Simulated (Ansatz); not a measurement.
# K2NbO3: the cost of one run

Program: Ansatz 0.2.0. Level of theory: DFT PBE, scalar-relativistic, plane waves, PAW. These are calculated values, not measurements.

2 further runs of the same task are left out: 1 that didn't finish, 1 set aside as unsound or not needed.

### Step 1. The starting structure

It takes space group P-6m2 (No. 187, hexagonal). The conventional cell has a = 4.041 Å, b = 4.041 Å, c = 7.977 Å, α = 90.00°, β = 90.00°, γ = 120.00°. K (site symmetry 3m) is surrounded by 9 O at 3.06 to 3.08 Å and 3 Nb at 3.08 Å. Nb (site symmetry -6m2) has 3 O at 2.33 Å in its first shell of neighbours. Around O (site symmetry -6m2) lie 3 O at 2.33 Å and 6 K at 3.06 Å. O (site symmetry -6m2) has 3 Nb at 2.33 Å and 6 K at 3.08 Å in its first shell of neighbours.

Coordinates:

```xyz
6
Lattice="4.0409 0.0000 0.0000 -2.0205 3.4995 0.0000 0.0000 0.0000 7.9769" Properties=species:S:1:pos:R:3 pbc="T T T"
K     0.0000    2.3330    5.9987
K     0.0000    2.3330    1.9782
Nb    2.0205    1.1665    3.9884
O     2.0205    1.1665    0.0000
O     0.0000    0.0000    3.9884
O     0.0000    0.0000    0.0000
```

Recipe of the guess: species swapped into a database cell of Ce2CuSi3 (P-6m2, No. 187), with K on the Ce sites, O on the Si sites and Nb on the Cu sites. The dimensions are guesses.

### Step 2. A first look at the guess

File input.yaml:

```yaml
crystal:
  lattice:
    - [4.04092434, 0.0, 0.0]
    - [-2.02046217, 3.49954313, 0.0]
    - [0.0, 0.0, 7.97688247]
  atoms:
    - { symbol: K, position: [0.33333333, 0.66666667, 0.75200784] }
    - { symbol: K, position: [0.33333333, 0.66666667, 0.24799216] }
    - { symbol: Nb, position: [0.66666667, 0.33333333, 0.5] }
    - { symbol: O, position: [0.66666667, 0.33333333, 0.0] }
    - { symbol: O, position: [0.0, 0.0, 0.5] }
    - { symbol: O, position: [0.0, 0.0, 0.0] }
basis:
  ecutwfc: 420
kpoints:
  mp_grid: { grid: [6, 6, 2] }
hamiltonian:
  xc: pbe
scf:
  occupations: { method: gaussian, width: 0.1 }
  lower_state_search: "off"
output:
  forces: true
  stress: true
  eigenvalues: true
```

The run is started by

```bash
> ansatz run input.yaml --threads 1 --pin off --max-ram 2560MiB --backend cpu --events-out ev --progress --plain --runs-dir out
```

**Question.** How long does this run take on 1 thread of AMD EPYC (Zen 3), shared host, and how much memory does it need?

About 11 s, with a peak of 0.36 GiB.
